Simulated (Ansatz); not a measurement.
**ZnS (P6_3mc): dielectric-dependent hybrid calculation from a Python script**

All numbers are computed with Ansatz 0.2.0 through its Python package. The levels of theory stand in the script.

## Step 1: Starting point

It takes space group P6_3mc (No. 186, hexagonal). The conventional cell has a = 3.811 Å, b = 3.811 Å, c = 6.234 Å, α = 90.00°, β = 90.00°, γ = 120.00°. Zn (site symmetry 3m) has 4 S at 2.31 to 2.40 Å as nearest neighbours. S (site symmetry 3m) has 4 Zn at 2.31 to 2.40 Å as nearest neighbours.

The script holds or builds the structure itself.

## Step 2: The script

The input, ddh_zns.py:

```python
"""A hybrid whose exact exchange is one over the dielectric constant of ZnS."""

import ansatz as az
import numpy as np


def count_gap(report):
    # lowest empty less highest filled band, counting bands; zero where they overlap
    return max(report.get("gap_by_band_count_ev") or 0.0, 0.0)

structure = (
    az.Lattice.of((3.811, 0.0, 0.0), (-1.9055, 3.300423, 0.0), (0.0, 0.0, 6.234))
    .atom("Zn", (1 / 3, 2 / 3, 0.0))
    .atom("Zn", (2 / 3, 1 / 3, 0.5))
    .atom("S", (1 / 3, 2 / 3, 0.385))
    .atom("S", (2 / 3, 1 / 3, 0.885))
)

setup = structure.calculation()
setup = setup.kpoints(mesh=(4, 4, 2), center="gamma")
setup = setup.occupations("fixed")
setup = setup.band_table()
semilocal = setup.functional("pbe").run(threads=1, pin="off").report
hybrid = setup.functional(exchange="pbe", correlation="pbe", exact_fraction="inverse_dielectric").run(threads=1, pin="off").report
alpha = hybrid["hybrid"]["exact_exchange_fraction"]
print(f"fraction of exact exchange {alpha:.4f}, so eps_inf = {1 / alpha:.2f} on this mesh")
print(f"gap by band count: {count_gap(semilocal):.3f} eV semilocal, {count_gap(hybrid):.3f} eV hybrid")
```

## Step 3: What the engine is handed

The package turns the script's settings into the engine's input (first run):

```yaml
crystal:
  lattice:
    - [3.811, 0.0, 0.0]
    - [-1.9055, 3.300423, 0.0]
    - [0.0, 0.0, 6.234]
  atoms:
    - { symbol: Zn, position: [0.3333333333333333, 0.6666666666666666, 0.0] }
    - { symbol: Zn, position: [0.6666666666666666, 0.3333333333333333, 0.5] }
    - { symbol: S, position: [0.3333333333333333, 0.6666666666666666, 0.385] }
    - { symbol: S, position: [0.6666666666666666, 0.3333333333333333, 0.885] }
kpoints:
  mp_grid:
    grid: [4, 4, 2]
    shift: [0.0, 0.0, 0.0]
hamiltonian:
  xc: pbe
scf:
  occupations:
    method: fixed
output:
  eigenvalues: true
```

## Step 4: The run

Launch:

```console
> python ddh_zns.py
```

**Question.** How long does this script take on 1 thread of Intel Xeon Platinum 8375C at 2.90GHz (Ice Lake), shared host, and how much memory does it need?

About 1.8 min, with a peak of 0.98 GiB.
